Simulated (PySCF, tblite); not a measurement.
**C₂H₁₁B₂NSi: geometry, infrared bands and NMR shifts**

What infrared bands and NMR shifts should C₂H₁₁B₂NSi (`BBCCN[SiH3]`) show?

Programs: tblite 0.8.0 and PySCF 2.14.0, with density-fitted response routines of our own. Each step states its level of theory. These are calculated values for one molecule in the gas phase, unless marked as measured. Atoms are numbered from 0 throughout.

### 1 The starting structure

17 atoms, charge 0, multiplicity 1; geometry from: force field or distance geometry start.

Bonds of the start (Å): B0–B1 1.69, B1–C2 1.59, C2–C3 1.49, C3–N4 1.41, N4–Si5 1.75, B0–H6 1.19, B0–H7 1.19, B1–H8 1.18, C2–H9 1.10, C2–H10 1.13, C3–H11 1.12, C3–H12 1.15, N4–H13 1.04, Si5–H14 1.46, Si5–H15 1.47, Si5–H16 1.49.

### 2 Optimising the geometry with GFN2-xTB

Job settings and geometry (Å):

```
{"job": {"kind": "relax", "xc": "GFN2-xTB", "basis": "xTB"}, "charge": 0, "multiplicity": 1}
B      2.774100    -0.662500     0.156100
B      2.019500     0.839400     0.009100
C      0.464500     0.934600    -0.296800
C     -0.048200    -0.453300    -0.448300
N     -1.422300    -0.633400    -0.718300
Si    -2.577600     0.006300     0.426300
H      3.609600    -0.757500     0.995700
H      2.126500    -1.648100    -0.035500
H      2.522200     1.727900     0.609500
H     -0.029100     1.424300     0.549900
H      0.302200     1.517800    -1.252500
H      0.517500    -1.041700    -1.217400
H      0.187500    -0.981800     0.540200
H     -1.686300    -0.626400    -1.725900
H     -2.710700     1.459900     0.475500
H     -3.882200    -0.602000     0.147000
H     -2.174300    -0.491500     1.775600
```

Started as:

```console
OMP_NUM_THREADS=1 python probes_run.py task.json out
```

One launch serves the whole session: the jobs run in the order shown.

The program printed:

```text
step      E/eV     max force
  0    -461.16693    2.338
  1    -461.36021    0.765
  2    -461.42456    0.632
  3    -461.49550    0.650
  4    -461.54509    0.495
  5    -461.58958    0.465
  6    -461.63146    0.527
  7    -461.67897    0.586
  8    -461.72087    0.511
  9    -461.75154    0.414
 10    -461.77651    0.367
 11    -461.80742    0.465
 12    -461.84070    0.461
 13    -461.87331    0.353
 14    -461.90147    0.414
 15    -461.92862    0.540
 16    -461.95799    0.499
 17    -461.98340    0.420
 18    -462.00516    0.396
 19    -462.02064    0.396
 20    -462.03633    0.591
 21    -462.05632    0.411
 22    -462.09321    0.311
 23    -462.10798    0.285
 24    -462.13447    0.406
 25    -462.15251    0.427
 26    -462.17413    0.377
 27    -462.19461    0.321
 28    -462.20858    0.302
 29    -462.22222    0.243
 30    -462.23326    0.255
 31    -462.24691    0.240
 32    -462.25852    0.241
 33    -462.26499    0.153
 34    -462.26769    0.194
 35    -462.26959    0.114
 36    -462.27129    0.109
 37    -462.27354    0.112
 38    -462.27441    0.091
 39    -462.27535    0.070
 40    -462.27599    0.067
 41    -462.27667    0.064
 42    -462.27726    0.083
 43    -462.27785    0.068
 44    -462.27838    0.063
 45    -462.27889    0.057
 46    -462.27948    0.060
 47    -462.28023    0.070
 48    -462.28104    0.073
 49    -462.28173    0.072
 50    -462.28225    0.068
 51    -462.28279    0.064
 52    -462.28353    0.077
 53    -462.28454    0.091
 54    -462.28555    0.085
 55    -462.28623    0.054
 56    -462.28668    0.056
 57    -462.28714    0.068
 58    -462.28780    0.080
 59    -462.28865    0.084
 60    -462.28959    0.075
 61    -462.29048    0.056
 62    -462.29116    0.066
 63    -462.29169    0.067
 64    -462.29213    0.053
 65    -462.29255    0.044
 66    -462.29296    0.047
 67    -462.29331    0.050
 68    -462.29355    0.044
 69    -462.29376    0.036
 70    -462.29401    0.041
 71    -462.29432    0.039
 72    -462.29460    0.044
 73    -462.29481    0.042
 74    -462.29500    0.036
 75    -462.29526    0.051
 76    -462.29565    0.066
 77    -462.29614    0.058
 78    -462.29662    0.050
 79    -462.29712    0.056
 80    -462.29771    0.061
 81    -462.29838    0.049
 82    -462.29888    0.055
 83    -462.29927    0.062
 84    -462.29956    0.048
 85    -462.29999    0.031
 86    -462.30014    0.028
 87    -462.30037    0.029
 88    -462.30055    0.030
 89    -462.30081    0.036
 90    -462.30107    0.036
 91    -462.30129    0.039
 92    -462.30145    0.031
 93    -462.30158    0.031
 94    -462.30171    0.031
 95    -462.30181    0.022
 96    -462.30189    0.023
 97    -462.30195    0.023
 98    -462.30201    0.025
 99    -462.30208    0.024
100    -462.30215    0.022
101    -462.30220    0.015
102    -462.30225    0.013
103    -462.30228    0.012
104    -462.30230    0.012
105    -462.30232    0.010
106    -462.30234    0.010
107    -462.30236    0.009
```

Run time: 1 s. Hardware: 1 thread of Arm Neoverse N1, shared host.

Step by step: (not every step is listed)

```tsv
step	energy from step 0 (eV)	largest force (eV/Å)
0	0.0000	2.3378
1	-0.1933	0.7649
2	-0.2576	0.6319
3	-0.3286	0.6502
4	-0.3782	0.4951
5	-0.4227	0.4653
6	-0.4645	0.5275
7	-0.5120	0.5862
8	-0.5539	0.5111
17	-0.8165	0.4203
26	-1.0072	0.3771
35	-1.1027	0.1135
44	-1.1115	0.0630
53	-1.1176	0.0912
62	-1.1242	0.0661
71	-1.1274	0.0389
80	-1.1308	0.0610
89	-1.1339	0.0359
98	-1.1351	0.0255
102	-1.1353	0.0130
103	-1.1354	0.0116
104	-1.1354	0.0115
105	-1.1354	0.0104
106	-1.1354	0.0105
107	-1.1354	0.0092
```

Close pairs (by a distance rule), those that changed most:

```tsv
bond	before (Å)	after (Å)	change (Å)
B0–B1	1.687	1.621	-0.066
C3–H12	1.145	1.092	-0.053
C2–C3	1.487	1.532	+0.045
C2–H10	1.131	1.096	-0.035
C3–N4	1.412	1.446	+0.034
N4–H13	1.042	1.010	-0.032
Si5–H16	1.494	1.463	-0.031
N4–Si5	1.748	1.717	-0.031
```

The end geometry stands in the next job.

### 3 Infrared spectrum with GFN2-xTB

Job settings and geometry (Å):

```
{"job": {"kind": "ir", "xc": "GFN2-xTB", "basis": "xTB"}, "charge": 0, "multiplicity": 1}
B      2.961285    -0.554663     0.340448
B      2.098410     0.770584    -0.016781
C      0.553971     0.771519    -0.377454
C     -0.167096    -0.578959    -0.320043
N     -1.579223    -0.494892    -0.621249
Si    -2.758834    -0.019720     0.532251
H      3.093449    -0.952727     1.436698
H      3.536859    -1.175832    -0.472422
H      2.587254     1.842931    -0.037809
H      0.029032     1.463168     0.289021
H      0.426382     1.191835    -1.381631
H      0.304250    -1.275833    -1.023535
H     -0.072244    -0.999782     0.683247
H     -1.735224    -0.228130    -1.582500
H     -2.680986     1.371482     1.017461
H     -4.033903    -0.211107    -0.155093
H     -2.570379    -0.907845     1.679481
```

The program printed:

```text
mode    cm-1     km/mol
  1      23.4      0.19
  2      78.3      0.10
  3     104.0      0.28
  4     107.7      1.27
  5     129.7      0.34
  6     277.7      1.83
  7     297.2      0.32
  8     307.3      0.48
  9     431.6      1.96
 10     438.5      3.09
 11     513.9     82.96
 12     575.3     74.21
 13     609.5     77.63
 14     625.9     18.97
 15     733.1     21.57
 16     747.1    259.00
 17     782.9     67.73
 18     797.4     64.67
 19     808.8    149.33
 20     829.6    159.00
 21     845.9    291.94
 22     886.5     42.15
 23     936.6     49.26
 24    1070.9      4.36
 25    1093.0     34.76
 26    1120.2      8.98
 27    1151.2    136.72
 28    1171.0      2.79
 29    1247.4     10.88
 30    1263.2      4.06
 31    1333.5      7.77
 32    1378.9     79.08
 33    1451.7      6.38
 34    1486.9      0.22
 35    2142.8    383.17
 36    2256.5    225.23
 37    2273.4    387.24
 38    2562.1    129.46
 39    2606.4     82.34
 40    2617.9    115.72
 41    2908.8     41.41
 42    2923.1     51.78
 43    2953.3     39.48
 44    2973.3     50.93
 45    3434.8      6.12
```

It took 0.79 s on 1 thread of Arm Neoverse N1, shared host.

Which atoms move in the most intense modes:

```tsv
cm⁻¹	km/mol	atoms
747	259.0	H15 47 %, H16 40 %
809	149.3	H14 18 %, H15 16 %, B1 14 %
830	159.0	H14 53 %, H16 28 %, H15 12 %
846	291.9	Si5 29 %, H14 13 %, N4 12 %, H15 12 %
1151	136.7	N4 43 %, C3 36 %
2143	383.2	H14 95 %
2256	225.2	H16 93 %
2273	387.2	H15 93 %
```

### 4 Shielding tensors: PBE0/pcSseg-1

The job, as its differences from that of step 3:

```diff
@@ -1,2 +1,2 @@
-{"job": {"kind": "ir", "xc": "GFN2-xTB", "basis": "xTB"}, "charge": 0, "multiplicity": 1}
+{"job": {"kind": "nmr", "xc": "PBE0", "basis": "pcSseg-1"}, "charge": 0, "multiplicity": 1}
 B      2.961285    -0.554663     0.340448
```

Level: GIAO PBE0/pcSseg-1 NMR shielding, non-relativistic, gas phase.

The program printed:

```text
coarse grid: 13856 points
cycle   1  E = -476.2467933834  dE =  2.668e-01  |g| = 4.190e-01  |ddm| = 3.499e+00
cycle   2  E = -476.2291988118  dE =  1.759e-02  |g| = 5.174e-01  |ddm| = 9.096e-01
cycle   3  E = -476.2907822729  dE = -6.158e-02  |g| = 6.924e-02  |ddm| = 5.552e-01
cycle   4  E = -476.2917980553  dE = -1.016e-03  |g| = 2.369e-02  |ddm| = 8.682e-02
cycle   5  E = -476.2919324138  dE = -1.344e-04  |g| = 6.833e-03  |ddm| = 2.736e-02
cycle   6  E = -476.2919438266  dE = -1.141e-05  |g| = 1.532e-03  |ddm| = 7.621e-03
cycle   7  E = -476.2919444870  dE = -6.604e-07  |g| = 2.039e-04  |ddm| = 1.808e-03
final grid: 126848 points
cycle   8  E = -476.3215725597  dE = -3.763e-05  |g| = 7.462e-03  |ddm| = 2.632e-02
cycle   9  E = -476.3215653629  dE =  7.197e-06  |g| = 9.422e-03  |ddm| = 1.618e-02
cycle  10  E = -476.3215868490  dE = -2.149e-05  |g| = 9.235e-04  |ddm| = 9.031e-03
cycle  11  E = -476.3215870568  dE = -2.078e-07  |g| = 2.273e-04  |ddm| = 1.065e-03
cycle  12  E = -476.3215870677  dE = -1.083e-08  |g| = 6.964e-05  |ddm| = 2.587e-04
cycle  13  E = -476.3215870689  dE = -1.260e-09  |g| = 1.503e-05  |ddm| = 7.730e-05
cycle  14  E = -476.3215870690  dE = -6.469e-11  |g| = 1.708e-06  |ddm| = 1.947e-05
converged SCF energy = -476.3215870690

GIAO shielding tensors (ppm)
atom      isotropic    diamagn.    paramagn.     s11        s22        s33       span
  0 B       -6.678     196.041    -202.719   -140.495    -17.829    138.289    278.784
  1 B       -5.548     192.013    -197.561   -120.350    -14.990    118.696    239.046
  2 C      139.775     252.224    -112.449    120.752    141.327    157.246     36.494
  3 C      136.860     246.438    -109.578    106.322    136.274    167.984     61.662
  4 N      228.085     322.136     -94.051    183.735    226.762    273.758     90.024
  5 Si     408.834     879.938    -471.104    361.835    384.803    479.863    118.028
  6 H       21.517      29.362      -7.845      8.476     25.328     30.747     22.271
  7 H       21.523      29.269      -7.746      8.587     25.300     30.683     22.096
  8 H       22.047      28.858      -6.811     11.726     25.314     29.101     17.376
  9 H       29.362      32.610      -3.249     25.181     29.802     33.102      7.922
 10 H       29.952      31.920      -1.967     26.467     29.043     34.347      7.879
 11 H       28.466      32.144      -3.678     23.038     27.637     34.723     11.686
 12 H       29.050      33.604      -4.554     24.612     28.648     33.891      9.279
 13 H       31.594      33.210      -1.616     23.568     30.338     40.876     17.308
 14 H       26.782      29.579      -2.797     22.808     25.453     32.084      9.277
 15 H       27.129      28.603      -1.474     23.753     25.285     32.349      8.596
 16 H       27.208      29.720      -2.512     23.776     25.769     32.080      8.304
```

Wall time 48 s (1 thread of Arm Neoverse N1, shared host); peak memory 0.74 GiB.

Shifts follow as δ = σ(reference) − σ, with reference shieldings (ppm) from runs at the same level and on the same kind of geometry: 1H TMS 31.72, 13C TMS 186.9, 29Si TMS 349.2, 15N NH3 267.7, 11B BF3·OEt2 100.1. The references are single molecules in the gas phase, so shifts against H2O, NH3, PH3, H3PO4 or CFCl3 are not on the usual liquid scales and can be off by tens of ppm. Atoms listed in one row are averaged.

```tsv
atoms	environment	σ (ppm)	δ (ppm)	δ scaled to CDCl3
C3	sp3 CH2 bonded to N	136.9	50.1	46.9
C2	sp3 CH2 bonded to B	139.8	47.1	44.1
H6, H7	hydrogen on a boron bonded to B	21.52	10.20	–
H8	hydrogen on a boron bonded to C, B	22.05	9.67	–
H14, H15, H16	hydrogen on a silicon bonded to N	27.04	4.68	–
H11, H12	hydrogen on an sp3 CH2 bonded to N	28.76	2.96	2.89
H9, H10	hydrogen on an sp3 CH2 bonded to B	29.66	2.06	2.05
H13	hydrogen on a nitrogen bonded to C, Si	31.59	0.12	–
B0	boron bonded to B, 2 H	-6.7	106.7	–
B1	boron bonded to C, B, H	-5.5	105.6	–
N4	nitrogen bonded to C, Si, H	228.1	39.6	–
Si5	silicon bonded to N, 3 H	408.8	-59.7	–
```

The scaled column applies a straight-line fit of computed shieldings to shifts measured in CDCl3 (root-mean-square error 0.16 ppm for H, 1.9 ppm for C).

Charges from the same density, by scheme (e):

```tsv
atoms	Mulliken	IAO	Hirshfeld	ESP fit
B0	-0.09	-0.10	0.08	0.11
B1	0.13	0.05	0.11	0.20
C2	-0.46	-0.39	-0.14	-0.35
C3	0.00	-0.13	-0.02	0.34
N4	-0.66	-0.67	-0.24	-0.88
Si5	0.60	0.74	0.34	0.52
```

Mayer bond orders: B0–B1 1.09, B1–C2 0.98, C2–C3 1.03, C3–N4 0.96, N4–Si5 1.02.

Orbitals, density, ELF and potential are computed afterwards from the orbital file.

Frontier orbitals at PBE0/pcSseg-1, with the share of their density that lies nearest to each atom:

```tsv
orbital	energy (eV)	lies on
HOMO	-6.72	N4 57 %; H14 9 %; C2 7 %
LUMO	-1.62	B0 51 %; H6, H7 about 14 % each; H8 6 %
```

ELF in a plane through or near 6 of the atoms.

Values, 10 rows by 14 columns:
```
0.00 0.00 0.00 0.00 0.00 0.00 0.00 0.00 0.00 0.00 0.00 0.00 0.00 0.00
0.00 0.00 0.00 0.00 0.00 0.00 0.00 0.00 0.00 0.00 0.00 0.00 0.00 0.00
0.00 0.00 0.01 0.13 0.27 0.00 0.02 0.29 0.00 0.33 0.33 0.01 0.00 0.00
0.00 0.00 0.05 0.56 0.85 0.03 0.63 1.00 0.01 0.69 0.74 0.09 0.01 0.00
0.00 0.00 0.05 0.34 0.19 0.30 0.22 0.97 0.05 0.14 0.11 0.87 0.49 0.00
0.00 0.00 0.00 0.21 0.94 0.43 0.57 0.32 0.14 0.11 0.16 0.89 0.54 0.00
0.00 0.00 0.00 0.27 0.89 0.47 0.69 0.98 0.02 0.61 0.74 0.09 0.02 0.00
0.00 0.00 0.00 0.86 1.00 0.57 0.17 0.85 0.01 0.22 0.35 0.01 0.00 0.00
0.00 0.00 0.00 0.06 0.74 0.05 0.00 0.01 0.00 0.00 0.00 0.00 0.00 0.00
0.00 0.00 0.00 0.00 0.00 0.00 0.00 0.00 0.00 0.00 0.00 0.00 0.00 0.00
```
The map spans 13.3 Å across and 8.8 Å up, centred on the molecule. Atoms in the plane (x, y in Å): B0 (-3.0, 0.6), B1 (-2.1, -0.7), Si5 (2.8, 0.2), H8 (-2.6, -1.8), H9 (0.0, -1.3), H12 (0.1, 1.2).

On the surface of density 0.002 e/bohr³ the electrostatic potential runs, from the 1st to the 99th percentile, from -1.03 V near N4 to 1.48 V near H13.

### 5 Outcome

```
                                                              quantity                                    value
                             strongest single infrared mode (GFN2-xTB)                    2273 cm⁻¹, 387 km/mol
                                          zero-point energy (GFN2-xTB)                            79.1 kcal/mol
                                13C shifts against TMS (PBE0/pcSseg-1)                           50.1, 47.1 ppm
1H shifts against TMS (PBE0/pcSseg-1, means over atoms taken as alike)  10.20, 9.67, 4.68, 2.96, 2.06, 0.12 ppm
                           11B shifts against BF3·OEt2 (PBE0/pcSseg-1)                         106.7, 105.6 ppm
                                15N shifts against NH3 (PBE0/pcSseg-1)                                 39.6 ppm
                               29Si shifts against TMS (PBE0/pcSseg-1)                                -59.7 ppm
                                 surface potential, 1st and 99th percentile                       -1.03 V and 1.48 V
```

Relaxing lowered the energy by 1.135 eV in 107 steps; the close pair that moved most is B0–B1, from 1.687 to 1.621 Å. All 45 modes are real, so the xTB geometry is a minimum. The strongest single mode, at 2273 cm⁻¹, moves mainly H15. Unscaled tight-binding wavenumbers are off by several per cent, some by more. Its intensities can rank the bands wrongly. At PBE0/pcSseg-1: The largest span, 279 ppm, is at B0, where the paramagnetic term is -203 ppm. By nearest atom (PBE0/pcSseg-1), the HOMO sits on N4 57 %; H14 9 % and the LUMO on B0 51 %; H6, H7 about 14 % each.
